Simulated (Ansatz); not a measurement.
**CH6AlGa: how energies converge with the basis set**

The task here is to estimate one member of a computed series from the others.

The runs use Ansatz 0.2.0, Gaussian basis; one geometry, several basis sets.

Plan: PBE0-D4/def2-SVP; ωB97M-V/def2-SVP; PBE0-D4/def2-QZVPP; ωB97M-V/def2-QZVPP; the functionals' def2-TZVPP values are taken from earlier runs.

### The geometry

An earlier PBE0-D4 in a triple-zeta def2 set relaxation fixed the geometry.

SMILES `[AlH2][CH2][GaH2]`, 9 atoms, charge 0, spin multiplicity 1.

Atoms are counted from 1 here; the program's logs count them from 0.

Bond lengths: Al1–C2 1.939 Å, Al1–H4 1.589 Å, Al1–H5 1.589 Å, C2–Ga3 1.957 Å, C2–H6 1.096 Å, C2–H7 1.095 Å, Ga3–H8 1.572 Å, Ga3–H9 1.572 Å. Angles: C2–Al1–H4 120.1°, C2–Al1–H5 120.1°, H4–Al1–H5 119.9°, Al1–C2–Ga3 116.4°, Al1–C2–H6 107.7°, Al1–C2–H7 107.8°, Ga3–C2–H6 107.2°, Ga3–C2–H7 107.2°, H6–C2–H7 110.6°, C2–Ga3–H8 119.8°, C2–Ga3–H9 119.8°, H8–Ga3–H9 120.3°.

The first run:

Contents of in.yaml:

```yaml
crystal:
  periodic: [false, false, false]
  atoms:
    - {symbol: Al, position_ang: [-0.545602, -0.261653, 1.563096]}
    - {symbol: C, position_ang: [-0.545778, -0.320685, -0.374917]}
    - {symbol: Ga, position_ang: [0.979723, 0.515886, -1.270103]}
    - {symbol: H, position_ang: [0.138977, -1.429204, 2.394891]}
    - {symbol: H, position_ang: [-1.205646, 0.968264, 2.321634]}
    - {symbol: H, position_ang: [-1.447532, 0.194171, -0.724050]}
    - {symbol: H, position_ang: [-0.562230, -1.373342, -0.677655]}
    - {symbol: H, position_ang: [2.263491, -0.333967, -1.585624]}
    - {symbol: H, position_ang: [0.924586, 2.040530, -1.647274]}
basis:
  gaussian: {orbitals: def2-SVP}
hamiltonian: {xc: pbe0, dispersion: d4}
output: {orbitals: {seedname: orbitals}}
```

The run is started by

```
$ ansatz run in.yaml --threads 2 --pin off --events-out ev --progress --plain --max-ram 4352MiB
```

Steps of the session up to this table: PBE0-D4 in def2-SVP; ωB97M-V in def2-SVP; PBE0-D4 in def2-QZVPP; ωB97M-V in def2-QZVPP.

One table of the session follows, with a row left open; its other results are not shown here.

It belongs to the step «Functionals by basis». 

| functional | basis | HOMO (eV) | LUMO (eV) |
| --- | --- | --- | --- |
| PBE0-D4 | def2-SVP | -7.83 | -1.84 |
| PBE0-D4 | def2-TZVPP | -7.82 | -1.86 |
| PBE0-D4 | def2-QZVPP | ? | ? |
| ωB97M-V | def2-SVP | -9.95 | -0.16 |
| ωB97M-V | def2-TZVPP | -9.97 | -0.24 |
| ωB97M-V | def2-QZVPP | -9.97 | -0.37 |

Estimate the missing values for PBE0-D4, def2-QZVPP.

**Answer.** HOMO (eV): -7.82; LUMO (eV): -1.88.
